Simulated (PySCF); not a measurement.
# C2H5GeP: the cost of one run

Programs: PySCF 2.14.0, with density-fitted response routines of our own. Each step states its level of theory. These are calculated values for one molecule in the gas phase, unless marked as measured. Atoms are numbered from 0 throughout.

## (1) The molecule as given

9 atoms, charge 0, multiplicity 1; geometry from: PBE0-D3(BJ)/def2-SVP.

Bonds of the start (Å): C0–C1 1.22, C1–Ge2 1.90, Ge2–P3 2.32, C0–H4 1.08, Ge2–H5 1.54, Ge2–H6 1.54, P3–H7 1.43, P3–H8 1.43.

## (2) X-ray photoelectron lines: SCAN, X2C

The job: settings as JSON, then the geometry in Å.

```
{"job": {"kind": "xps"}, "charge": 0, "multiplicity": 1}
C     -1.805014    -0.717522    -1.443328
C     -1.002642    -0.617506    -0.534393
Ge     0.281150    -0.407351     0.853978
P      1.702165     1.382753     0.429281
H     -2.517774    -0.809642    -2.243660
H     -0.464657    -0.153146     2.173231
H      1.110325    -1.697003     0.958325
H      1.904711     0.995425    -0.930412
H      0.620082     2.257246     0.105290
```

Level: delta-SCF UKS SCAN, pcX-2 on the ionised atom, pcseg-1 elsewhere, spin-free X2C.

The run is started by

```bash
$ OMP_NUM_THREADS=1 python probes_run.py task.json out
```

This one command runs all jobs of the session in turn.

**Question.** How long does this first job take on 1 thread of Arm Neoverse V2, shared host, and how much memory does it need?

About 13 s, with a peak of 0.46 GiB.
